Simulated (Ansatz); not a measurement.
Predict the output of the script below (the Python package of Ansatz (0.2.0)).

`run_survey.py`
```python
"""Bonding analysis of TiAg."""

from collections import Counter
import json

import ansatz as az
import numpy as np
from pymatgen.core import Lattice, Structure
from pymatgen.io.ase import AseAtomsAdaptor

pmg_structure = Structure(
    Lattice([(2.903812, 0.0, 0.0), (0.0, 2.903812, 0.0), (0.0, 0.0, 8.132703)]),
    ["Ti", "Ti", "Ag", "Ag"],
    [
        (0.0, 0.5, 0.883488),
        (0.5, 0.0, 0.116512),
        (0.0, 0.5, 0.373251),
        (0.5, 0.0, 0.626749),
    ],
)
cell = az.Crystal.from_ase(AseAtomsAdaptor.get_atoms(pmg_structure))

job = (
    cell.calculation()
    .functional("r2SCAN")
    .basis(500)
    .kpoints(7, 7, 3)
    .occupations("fermi_dirac", width=0.1)
    .band_table()
    .bader_charges()
    .cutoff_correction(900)
    .stress()
)
res = job.run(events_out="events.ndjson")
report = res.report
with open("events.ndjson") as stream:
    kinds = Counter(json.loads(line)["event"] for line in stream)
print("events:", {kind: kinds[kind] for kind in ("scf_iter", "scf_done", "notice", "finished")})

for key in ("converged", "n_iterations", "n_electrons", "n_kpoints", "n_pw", "n_symmetry_ops", "free_energy_ev", "fermi_energy_ev"):
    print(f"{key:18s} {report[key]}")

# the band energy is the weighted sum of filled levels
eps, occ = np.array(report["eigenvalues_ev"]), np.array(report["occupations"])
wk = np.tile(report["kweights"], len(eps) // len(report["kweights"]))
print(f"sum of w f eps = {wk @ (eps * occ).sum(axis=1):.4f} eV, reported band energy {report['components']['e_band']:.4f} eV")

charges = res.bader_charges()
for atom in charges.atoms:
    print(f"Bader charge {atom.symbol:2s} {atom.partial_charge_e:+.3f} e")

# estimate of what a larger basis would gain, without a second SCF
estimate = report.get("cutoff_correction")
if estimate:
    print("towards {} eV the energy would change by {:.2f} meV/atom".format(estimate["reference_ecutwfc_ev"], 1000 * estimate["energy_ev"] / len(res.lattice.sites)))

# principal values and the von Mises stress of the deviator
principal = np.linalg.eigvalsh(np.array(report["stress_gpa"]))
mises = np.sqrt(0.5 * sum((principal[i] - principal[i - 1]) ** 2 for i in range(3)))
print("principal stresses (GPa, compression positive):", np.round(principal, 3))
print(f"mean {principal.mean():.3f} GPa, von Mises {mises:.3f} GPa, PV = {principal.mean() * report['setup']['cell_volume_ang3'] / 160.21766:.4f} eV")
```

```console
$ python run_survey.py
events: {'scf_iter': 8, 'scf_done': 1, 'notice': 2, 'finished': 1}
converged          True
n_iterations       8
n_electrons        62.0
n_kpoints          20
n_pw               1717
n_symmetry_ops     16
free_energy_ev     -20216.914348486578
fermi_energy_ev    15.59546509274692
sum of w f eps = -882.4113 eV, reported band energy -882.4113 eV
Bader charge Ti +0.640 e
Bader charge Ti +0.640 e
Bader charge Ag -0.489 e
Bader charge Ag -0.489 e
towards 900.0 eV the energy would change by -2.90 meV/atom
principal stresses (GPa, compression positive): [-0.617 -0.617  0.652]
mean -0.194 GPa, von Mises 1.269 GPa, PV = -0.0831 eV
```

Total energies depend on the potentials; only differences at equal settings carry meaning. The run is spin-unpolarised. The computed bands are complete only to about 2.9 eV above the Fermi level. The mesh is modest for a metal, so energies can be off by several to tens of meV an atom and pressures by half a GPa or more; differences at equal mesh fare better. Only differences from the Fermi energy are physical; the zero of the scale is a convention. This cell is a computed structure, which may not be the phase found in nature. Levels are Kohn-Sham eigenvalues on this mesh, without spin-orbit coupling. The whole script took 20 s on 1 thread of Intel(R) Xeon(R) 6975P-C (Granite Rapids), on a shared host, peak memory 0.66 GiB.

(Lines on the test bed's own set-up are left out of the output.)
